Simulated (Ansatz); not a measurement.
PPt:

```
Pt P
1.0
     3.74303    0.00000    0.00000
    -1.87151    3.24156    0.00000
     0.00000    0.00000    6.35374
Pt P
2 2
Cartesian
  0.0000 2.1610 2.3630
  1.8715 1.0805 5.5398
  0.0000 2.1610 0.0197
  1.8715 1.0805 3.1966
```

The cell comes from a database or a generator and needn't be the stable form of this composition.

| Property | Result |
| --- | --- |
| Program | Ansatz 0.2.0 |
| Task | relaxation of cell and atoms |
| Functional | PBE |
| Potentials or basis | Ansatz PAW |
| Cutoff | 420 eV (not typed: the program's choice for these potentials) |
| k mesh | 8 × 8 × 4 |
| Occupations | fermi-dirac, width 0.05 eV |
| Spin | no spin polarisation |

At the start: volume 19.27 Å³/atom.

**Question.** How do energy, volume and symmetry change on relaxing?

**Answer.** It ends after 7 steps and the volume is 19.17 Å³/atom (-0.5 %); space group P6_3mc (No. 186, to 0.05 Å).

Step by step:
```
step  energy change (eV)  largest force (eV/Å)  volume (Å³)
   1              0.0000                0.1353        77.09
   2             -0.0064                0.0499        77.07
   3             -0.0118                0.1424        76.78
   4             -0.0124                0.0923        76.62
   5             -0.0138                0.0005        76.62
   6             -0.0138                0.0006        76.70
   7             -0.0138                0.0001        76.70
```

Final structure:
```cif
data_structure
_symmetry_space_group_name_H-M 'P 1'
_symmetry_Int_Tables_number 1
_cell_length_a 3.6784
_cell_length_b 3.6784
_cell_length_c 6.5456
_cell_angle_alpha 90.000
_cell_angle_beta 90.000
_cell_angle_gamma 120.000
_cell_volume 76.70
loop_
_atom_site_label
_atom_site_type_symbol
_atom_site_fract_x
_atom_site_fract_y
_atom_site_fract_z
_atom_site_occupancy
Pt1 Pt 0.33333 0.66667 0.36734 1
Pt2 Pt 0.66667 0.33333 0.86734 1
P1 P 0.33333 0.66667 0.00766 1
P2 P 0.66667 0.33333 0.50766 1
```

Caveat: the plane-wave basis is chosen anew once the cell has moved, so the energies of steps on either side of that aren't comparable.
